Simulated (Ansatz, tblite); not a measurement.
**2,4-difluorobenzenesulfonate (C6H3F2O3S−): one state, many levels**

Aim: run the singlet of 2,4-difluorobenzenesulfonate (C6H3F2O3S−) at one geometry on many levels, and compare frontier levels, spin and run time.

Program: Ansatz 0.2.0, Gaussian basis. Level of theory: as each input shows. These are calculated values, not measurements.

The runs, in order: GFN1-xTB, GFN2-xTB, PBE-D4/def2-TZVPD, r2SCAN-D4/def2-TZVPD, revPBE-D4/def2-TZVPD, LDA/def2-TZVPD, PBE-D4/def2-SVPD, PBE0-D4/def2-SVPD, MP2/def2-SVPD.

7 further runs of the same task are left out: 2 that didn't finish, 5 set aside as unsound or not needed.

## 1. The geometry

The singlet was relaxed beforehand with r2SCAN-D4/def2-SVP.

SMILES `O=S(=O)([O-])c1ccc(F)cc1F`, 15 atoms, charge -1, spin multiplicity 1.

Bond lengths: O1–S2 1.482 Å, S2–O3 1.486 Å, S2–O4 1.482 Å, S2–C5 1.833 Å, C5–C6 1.397 Å, C5–C11 1.398 Å, C6–C7 1.401 Å, C6–H13 1.095 Å, C7–C8 1.391 Å, C7–H14 1.093 Å, C8–F9 1.352 Å, C8–C10 1.394 Å, C10–C11 1.396 Å, C10–H15 1.092 Å, C11–F12 1.336 Å. Angles: O1–S2–O3 114.8°, O1–S2–O4 115.3°, O1–S2–C5 103.2°, O3–S2–O4 114.8°, O3–S2–C5 103.0°, O4–S2–C5 103.3°, S2–C5–C6 120.4°, S2–C5–C11 121.8°, C6–C5–C11 117.8°, C5–C6–C7 121.8°, C5–C6–H13 116.4°, C7–C6–H13 121.8°, C6–C7–C8 118.2°, C6–C7–H14 122.2°, C8–C7–H14 119.6°, C7–C8–F9 119.4°, C7–C8–C10 122.1°, F9–C8–C10 118.5° and more.

Geometry (Å):

```xyz
15
charge -1, multiplicity 1
O     2.8433    0.4507    1.3362
S     2.4794   -0.2139    0.0629
O     2.6918   -1.6848    0.0441
O     2.9115    0.4923   -1.1659
C     0.6537   -0.0598    0.0161
C    -0.1506   -1.2009   -0.0219
C    -1.5485   -1.1175   -0.0583
C    -2.1317    0.1453   -0.0545
F    -3.4787    0.2552   -0.0882
C    -1.3705    1.3121   -0.0166
C     0.0192    1.1855    0.0176
F     0.7398    2.3095    0.0546
H     0.3703   -2.1636   -0.0232
H    -2.1846   -2.0063   -0.0884
H    -1.8444    2.2962   -0.0143
```

The ion is computed in the gas phase, without counter-ions or solvent.

PBE0-D4/def2-TZVPD was run before; its log isn't repeated, and its numbers join the tables.

## 2. GFN1-xTB

Tight binding, by tblite at 300 K electronic temperature and without a spin-polarisation term:

```python
tblite.interface.Calculator('GFN1-xTB', numbers, positions, charge=-1, uhf=0).singlepoint()
```

Energy -1158.2367 eV, HOMO -8.10 eV, LUMO -4.43 eV; 0.014 s.

## 3. GFN2-xTB

Tight binding, by tblite at 300 K electronic temperature and without a spin-polarisation term:

```python
tblite.interface.Calculator('GFN2-xTB', numbers, positions, charge=-1, uhf=0).singlepoint()
```

Energy -1075.6814 eV, HOMO -6.49 eV, LUMO -3.83 eV; 0.013 s.

## 4. PBE-D4/def2-TZVPD

start.molden holds the orbitals of an earlier run on this state, given as this run's starting guess.

File in.yaml:

```yaml
crystal:
  periodic: [false, false, false]
  atoms:
    - {symbol: O, position_ang: [2.843345, 0.450679, 1.336178]}
    - {symbol: S, position_ang: [2.479365, -0.213870, 0.062853]}
    - {symbol: O, position_ang: [2.691816, -1.684785, 0.044062]}
    - {symbol: O, position_ang: [2.911535, 0.492341, -1.165911]}
    - {symbol: C, position_ang: [0.653673, -0.059847, 0.016067]}
    - {symbol: C, position_ang: [-0.150622, -1.200948, -0.021909]}
    - {symbol: C, position_ang: [-1.548527, -1.117521, -0.058324]}
    - {symbol: C, position_ang: [-2.131744, 0.145252, -0.054497]}
    - {symbol: F, position_ang: [-3.478679, 0.255160, -0.088229]}
    - {symbol: C, position_ang: [-1.370482, 1.312114, -0.016595]}
    - {symbol: C, position_ang: [0.019215, 1.185523, 0.017569]}
    - {symbol: F, position_ang: [0.739762, 2.309535, 0.054572]}
    - {symbol: H, position_ang: [0.370286, -2.163571, -0.023216]}
    - {symbol: H, position_ang: [-2.184576, -2.006270, -0.088378]}
    - {symbol: H, position_ang: [-1.844366, 2.296199, -0.014270]}
basis:
  gaussian: {orbitals: def2-TZVPD, initial_orbitals: start.molden}
total_charge: -1
hamiltonian: {xc: pbe, dispersion: d4}
scf: {omitted_lower_state_checks: [starts]}
output: {orbitals: {seedname: orbitals}}
```

The run is started by

```sh
> ansatz run in.yaml --threads 4 --pin off --events-out ev --progress --plain --max-ram 6963MiB
```

After this run come: r2SCAN-D4/def2-TZVPD; revPBE-D4/def2-TZVPD; LDA/def2-TZVPD; PBE-D4/def2-SVPD; PBE0-D4/def2-SVPD; MP2/def2-SVPD.

Q: Predict the results of all the runs planned. Wanted: gap in def2-TZVPD, named functionals, smallest and largest; correlation energy, MP2/def2-SVPD; PBE0 total energy, smallest basis above largest.

The runs gave:

```
                                                  quantity                             value
gap in def2-TZVPD, named functionals, smallest and largest  3.01 eV (LDA), 5.41 eV (PBE0-D4)
                         correlation energy, MP2/def2-SVPD                         -52.52 eV
           PBE0 total energy, smallest basis above largest  24.61 eV (def2-SVPD, def2-TZVPD)
```

In words: Orbital gaps of the named functionals in def2-TZVPD span 3.01 eV (LDA) to 5.41 eV (PBE0-D4); exact exchange widens it.
